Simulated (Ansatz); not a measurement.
# Hf (Hafnium): the cost of one run

Program: Ansatz 0.2.0. Level of theory: DFT PBE, scalar-relativistic, plane waves, PAW. These are calculated values, not measurements.

### Step 1. The structure to begin with

It takes space group P6_3/mmc (No. 194, hexagonal). The conventional cell has a = 3.197 Å, b = 3.197 Å, c = 5.058 Å, α = 90.00°, β = 90.00°, γ = 120.00°. Hf (site symmetry -6m2) has 12 Hf at 3.13 to 3.20 Å as nearest neighbours.

Coordinates:

```
CELL_PARAMETERS angstrom
3.19670 0.00000 0.00000
-1.59835 2.76842 0.00000
0.00000 0.00000 5.05780
ATOMIC_POSITIONS crystal
Hf 0.33333 0.66667 0.25000
Hf 0.66667 0.33333 0.75000
```

### Step 2. First run, at the start cell

The input, input.yaml:

```yaml
crystal:
  lattice:
    - [3.1967, 0.0, 0.0]
    - [-1.59835, 2.7684234083, 0.0]
    - [0.0, 0.0, 5.0578]
  atoms:
    - { symbol: Hf, position: [0.3333333333, 0.6666666667, 0.25] }
    - { symbol: Hf, position: [0.6666666667, 0.3333333333, 0.75] }
basis:
  ecutwfc: 420
  ecutrho_ratio: 4
kpoints:
  mp_grid: { grid: [8, 8, 4] }
hamiltonian:
  xc: pbe
scf:
  occupations: { method: gaussian, width: 0.05 }
output:
  forces: true
  stress: true
  eigenvalues: true
relax:
  f_tol: 0.03
  max_steps: 60
  cell: { stress_tol: 0.3 }
```

Started as:

```console
$ ansatz run input.yaml --threads 1 --pin off --max-ram 2560MiB --backend cpu --events-out ev --progress --plain --runs-dir out
```

**Question.** How long does this run take on 1 thread of Arm Neoverse V2, shared host, and how much memory does it need?

About 8.1 s, with a peak of 0.33 GiB.
